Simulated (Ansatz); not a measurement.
Consider a convergence test of the plane-wave cutoff of Al, space group P6_3/mmc (the Ansatz DFT code, driven from Python).

`run_ecut.py`:
```python
import ansatz as az
import pandas as pd
from pymatgen.core import Lattice, Structure
from pymatgen.io.ase import AseAtomsAdaptor

pmg_structure = Structure(
    Lattice([(2.812455, 0.0, 0.0), (-1.406228, 2.435658, 0.0), (0.0, 0.0, 4.86685)]),
    ["Al", "Al"],
    [
        (2 / 3, 1 / 3, 0.75),
        (1 / 3, 2 / 3, 0.25),
    ],
)
xtal = az.Crystal.from_ase(AseAtomsAdaptor.get_atoms(pmg_structure))

calc = (
    xtal.calculation()
    .functional(az.Functional.LDA)
    .kpoints(length=29)
    .occupations("Fermi-Dirac", width=0.1)
    .forces()
    .stress()
)

rows = []
for value in [300, 350, 400, 450, 500, 550]:
    rep = calc.basis(value).run(threads=1).report
    rows.append((value, rep["free_energy_ev"] / len(rep["lattice"]["sites"]), rep["n_iterations"], sum(rep["stress_gpa"][i][i] for i in range(3)) / 3, max(abs(f) for row in rep["forces_ev_ang"] for f in row), rep["n_pw"]))

table = pd.DataFrame(rows, columns=["cutoff (eV)", "F/atom (eV)", "iterations", "P (GPa)", "max component (eV/A)", "plane waves"])
print(table.round(5).to_string(index=False))

for row in rows[:-1]:
    shift = 1000 * (row[1] - rows[-1][1])
    print(f"{row[0]}: {shift:+.2f} meV/atom" + ("  (within 1 meV)" if abs(shift) < 1 else ""))
```

How fast does the energy converge with the cutoff (threshold 1 meV an atom)?

From 450 eV on it stays within 1 meV an atom of the value at 550 eV; the first row (300 eV) is off by 30.6 meV and the last but one by 0.08 meV. The energy falls steadily, as expected when plane waves are added. The pressure moves from -2.82 to -3.17 GPa (the program's stress holds a Pulay correction, so it settles early).

The output:

```console
$ python run_ecut.py
DeckWarning: basis.ecutwfc = 300 eV is below the records' recommended 420 eV, and the density's cutoff is lower with it unless basis.ecutrho_ratio is high enough to keep the records' density cutoff: compare with a run at a higher cutoff
DeckWarning: basis.ecutwfc = 350 eV is below the records' recommended 420 eV, and the density's cutoff is lower with it unless basis.ecutrho_ratio is high enough to keep the records' density cutoff: compare with a run at a higher cutoff
DeckWarning: basis.ecutwfc = 400 eV is below the records' recommended 420 eV, and the density's cutoff is lower with it unless basis.ecutrho_ratio is high enough to keep the records' density cutoff: compare with a run at a higher cutoff
 cutoff (eV)  F/atom (eV)  iterations  P (GPa)  max component (eV/A)  plane waves
         300   -512.80444           6 -2.81963                   0.0          373
         350   -512.82731           6 -3.22260                   0.0          513
         400   -512.83373           6 -3.16633                   0.0          597
         450   -512.83489           6 -3.16749                   0.0          713
         500   -512.83493           6 -3.16831                   0.0          845
         550   -512.83501           6 -3.16876                   0.0          991
300: +30.57 meV/atom
350: +7.70 meV/atom
400: +1.28 meV/atom
450: +0.12 meV/atom  (within 1 meV)
500: +0.08 meV/atom  (within 1 meV)
```
(Warnings from the package without file and line.)

For a metal this k-point mesh is coarse: on a finer one energies can move by several to tens of meV an atom and pressures by half a GPa or more, differences at one mesh by less. Forces vanish by symmetry here and test nothing. Pressure is positive in compression. This isn't the structure that Al takes at ambient conditions. Shifts are counted from the last row, which is itself no proven limit. The whole script took 6.9 s on 1 thread of Intel(R) Xeon(R) Processor @ 2.30GHz, on a shared host, peak memory 0.59 GiB.
